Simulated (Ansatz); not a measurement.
# WO3 (SMILES [O]=[W](=[O])=[O]): energies and forces away from the minimum

The task here is to estimate one member of a computed series from the others.

Method: single points with forces in def2-TZVPP; program: Ansatz 0.2.0, Gaussian basis.

Levels: PBE-D4, r2SCAN-D4, PBE0-D4, wB97M-V, Hartree-Fock, MP2, CCSD, CCSD(T). Each coordinate is moved by a Gaussian draw of the width named (0.7 of it for atoms other than hydrogen): 0.02, 0.04, 0.04, 0.06 Å.

Correlated methods freeze the cores. Core potentials replace the inner electrons past krypton, and spin-orbit coupling is left out.

2 further runs of the same task are left out: 2 set aside as unsound or not needed.

### Where the work starts

4 atoms, charge 0, spin multiplicity 1.

Atoms are counted from 1 here; the program's logs count them from 0.

Bond lengths: O1–W2 2.273 Å, W2–O3 2.245 Å, W2–O4 1.861 Å. Angles: O1–W2–O3 87.9°, O1–W2–O4 126.2°, O3–W2–O4 130.4°.

As a file:

```xyz
4
charge 0, multiplicity 1
O    -0.1925    0.0830    1.9726
W    -0.3674   -0.0216   -0.2908
O     1.2923   -1.5334   -0.2662
O    -0.6768    1.4117   -1.4360
```

The first run:

File pre/in.yaml:

```yaml
crystal:
  periodic: [false, false, false]
  atoms:
    - {symbol: O, position_ang: [-0.192500, 0.083000, 1.972600]}
    - {symbol: W, position_ang: [-0.367400, -0.021600, -0.290800]}
    - {symbol: O, position_ang: [1.292300, -1.533400, -0.266200]}
    - {symbol: O, position_ang: [-0.676800, 1.411700, -1.436000]}
basis:
  gaussian: {orbitals: def2-SVP}
hamiltonian: {xc: pbe, dispersion: d4}
relax: {f_tol: 0.03, max_steps: 250}
```

The command line of these runs was not kept.

Steps of the session up to this table: A first relaxation in a small basis; Relaxation at PBE0-D4; The minimum at every level; Structure 1, width 0.02 Å; Structure 2, width 0.04 Å; Structure 3, width 0.04 Å; Structure 4, width 0.06 Å.

One table of the session follows, with a row left open; its other results are not shown here.

```
   method  RMS force component (eV/Å)  angle to CCSD(T) forces (°)  dipole (D)
   PBE-D4                       2.988                          3.2        5.13
r2SCAN-D4                           ?                            ?           ?
  PBE0-D4                       2.475                         11.6        5.51
  wB97M-V                       2.442                         13.8        5.66
  CCSD(T)                       2.911                    reference        5.36
```

Q: Estimate the row for r2SCAN-D4 from the others.

The run gave: RMS force component (eV/Å): 2.749; angle to CCSD(T) forces (°): 4.5; dipole (D): 5.41. In the column «RMS force component (eV/Å)» it lies between PBE0-D4 (2.475) and CCSD(T) (2.911).

Limits of these values: The T1 diagnostic is large here, over the usual mark for main-group molecules (transition-metal compounds often pass it harmlessly), so CCSD(T) itself may be off.
